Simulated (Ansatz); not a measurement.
# CH7ClSiSn: up Jacob's ladder to CCSD(T)

The task here is to estimate one member of a computed series from the others.

The runs use Ansatz 0.2.0, Gaussian basis; functionals in def2-TZVPP, the program's frozen cores in correlated methods.

Plan: PBE-D4, r2SCAN-D4, PBE0-D4, B3LYP-D4, ωB97X-V, ωB97M-V, B2PLYP; CCSD(T)/def2-TZVPP; MP2/def2-QZVPP; extrapolation to the limit.

### The relaxed structure

The geometry comes from an earlier relaxation with PBE0-D4 in a triple-zeta def2 set; it is a stationary point, not always the lowest conformer. Sn takes the def2 core potential; no spin-orbit term is included.

11 atoms, charge 0, spin multiplicity 1.

Atoms are counted from 1 here; the program's logs count them from 0.

Bond lengths: Si1–Sn2 2.560 Å, Si1–H5 1.487 Å, Si1–H6 1.487 Å, Si1–H7 1.484 Å, Sn2–C3 2.165 Å, Sn2–H8 1.709 Å, Sn2–H9 1.714 Å, C3–Cl4 1.783 Å, C3–H10 1.088 Å, C3–H11 1.089 Å. Angles: Sn2–Si1–H5 109.3°, Sn2–Si1–H6 110.0°, Sn2–Si1–H7 110.3°, H5–Si1–H6 108.8°, H5–Si1–H7 109.4°, H6–Si1–H7 109.1°, Si1–Sn2–C3 107.8°, Si1–Sn2–H8 112.5°, Si1–Sn2–H9 112.6°, C3–Sn2–H8 107.4°, C3–Sn2–H9 107.8°, H8–Sn2–H9 108.5°, Sn2–C3–Cl4 110.1°, Sn2–C3–H10 110.9°, Sn2–C3–H11 111.4°, Cl4–C3–H10 107.6°, Cl4–C3–H11 107.6°, H10–C3–H11 109.1°.

The first run:

Contents of in.yaml:

```yaml
crystal:
  periodic: [false, false, false]
  atoms:
    - {symbol: Si, position_ang: [-1.266620, 1.513411, -0.229357]}
    - {symbol: Sn, position_ang: [-0.082253, -0.433844, 0.936086]}
    - {symbol: C, position_ang: [1.453275, -1.171319, -0.400444]}
    - {symbol: Cl, position_ang: [0.797625, -1.350794, -2.048918]}
    - {symbol: H, position_ang: [-0.250639, 2.445097, -0.785660]}
    - {symbol: H, position_ang: [-2.110473, 2.251950, 0.747431]}
    - {symbol: H, position_ang: [-2.126725, 1.009047, -1.329047]}
    - {symbol: H, position_ang: [-1.137333, -1.735593, 1.269805]}
    - {symbol: H, position_ang: [0.678833, 0.036904, 2.397711]}
    - {symbol: H, position_ang: [2.289017, -0.475929, -0.453172]}
    - {symbol: H, position_ang: [1.820694, -2.145828, -0.083736]}
basis:
  gaussian: {orbitals: def2-TZVPP}
hamiltonian: {xc: pbe, dispersion: d4}
output: {forces: true, orbitals: {seedname: orbitals}}
```

Run with:

```
> ansatz run in.yaml --threads 4 --pin off --events-out ev --progress --plain --max-ram 10444MiB
```

Steps of the session up to this table: PBE-D4 (GGA); r2SCAN-D4 (meta-GGA); PBE0-D4 (hybrid); B3LYP-D4 (hybrid); ωB97X-V (range-separated); ωB97M-V (range-separated); B2PLYP (double hybrid); CCSD(T) in def2-TZVPP; MP2 in def2-QZVPP.

One of the session's tables, all rows but one given; the rest of the session is left out.

It belongs to the step «Atomisation energies». 

| method | atomisation energy (kJ/mol) |
| --- | --- |
| PBE-D4 | 3151.1 |
| r2SCAN-D4 | 3151.4 |
| PBE0-D4 | 3132.9 |
| B3LYP-D4 | 3139.2 |
| ωB97X-V | 3182.9 |
| ωB97M-V | 3156.6 |
| B2PLYP | 3094.9 |
| HF/def2-TZVPP | 2314.3 |
| MP2/def2-TZVPP | 3065.8 |
| CCSD/def2-TZVPP | 3049.4 |
| CCSD(T)/def2-TZVPP | ? |
| MP2/CBS | 3150.7 |
| CCSD(T)/CBS | 3175.0 |

Estimate the missing values for CCSD(T)/def2-TZVPP.

The run gave: atomisation energy (kJ/mol): 3090.1. In the column «atomisation energy (kJ/mol)» it lies between MP2/def2-TZVPP (3065.8) and B2PLYP (3094.9).
